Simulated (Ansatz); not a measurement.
Geometry optimisation, Ansatz, DFT PBE-D3(BJ), scalar-relativistic, plane waves, PAW.

The input (input.yaml):

```yaml
crystal:
  lattice:
    - [6.62, 0.0, 0.0]
    - [-4.965, 8.599632, 0.0]
    - [0.0, 0.0, 5.27614]
  atoms:
    - { symbol: Sc, position: [0.0, 0.0, 0.0] }
    - { symbol: Sc, position: [0.16666667, 0.22222223, 0.5] }
    - { symbol: Sc, position: [1.0e-08, 0.33333334, 0.0] }
    - { symbol: Sc, position: [0.16666668, 0.55555557, 0.5] }
    - { symbol: Sc, position: [2.0e-08, 0.66666669, 0.0] }
    - { symbol: Sc, position: [0.16666669, 0.88888892, 0.5] }
    - { symbol: Sc, position: [0.5, 0.0, 0.0] }
    - { symbol: Sc, position: [0.66666667, 0.22222223, 0.5] }
    - { symbol: Sc, position: [0.50000001, 0.33333334, 0.0] }
    - { symbol: Sc, position: [0.66666668, 0.55555557, 0.5] }
    - { symbol: Sc, position: [0.50000002, 0.66666669, 0.0] }
    - { symbol: Sc, position: [0.66666669, 0.88888892, 0.5] }
    - { symbol: H, position: [-0.00225587, 0.65958858, 0.37737883] }
basis:
  ecutwfc: 420.0
kpoints:
  mp_grid: { grid: [3, 2, 3] }
hamiltonian:
  xc: pbe
  dispersion: d3bj
scf:
  occupations: { method: gaussian, width: 0.15 }
  lower_state_search: "off"
relax:
  f_tol: 0.03
  max_steps: 60
  adjacent_minimum: "off"
```

Run as:

```bash
$ ansatz run input.yaml --threads 2 --pin off --max-ram 5120MiB --backend cpu --events-out ev --progress --plain --runs-dir out
```

Where does it end, and by what steps?

It converged. The force dipped under the threshold on the way, but the program's further checks kept it going. Limits of this set-up: coarse k mesh, odd electron count without spin, a small cell, in which the defect meets its images, a typed lattice constant that wasn't relaxed here. After 4 steps the energy has fallen by 0.043 eV; H13 moved furthest, 0.14 Å.

```csv
step,energy less start (eV),largest force component (eV/Å),accepted
0,0.0000,0.285,yes
1,0.0316,0.949,no
2,-0.0383,0.135,yes
3,-0.0429,0.023,yes
4,-0.0429,0.023,yes
```

```xyz
13
Lattice="6.6200 0.0000 0.0000 -4.9650 8.5996 0.0000 0.0000 0.0000 5.2761" Properties=species:S:1:pos:R:3
Sc 0.006 -0.011 -0.019
Sc -0.005 1.893 2.614
Sc -1.652 2.872 -0.022
Sc -1.641 4.763 2.627
Sc -3.308 5.729 0.074
Sc -3.306 7.663 2.627
Sc 3.308 -0.005 -0.017
Sc 3.317 1.909 2.616
Sc 1.655 2.866 -0.027
Sc 1.644 4.762 2.625
Sc 0.002 5.721 -0.021
Sc 0.000 7.641 2.621
H -3.309 5.733 2.120
```

Whether the end is a true minimum wasn't checked by a vibrational analysis.

Time of the run: 62 s on 2 threads of Intel(R) Xeon(R) Platinum 8259CL CPU @ 2.50GHz (Skylake/Cascade Lake) (shared host), peak memory 0.72 GiB.
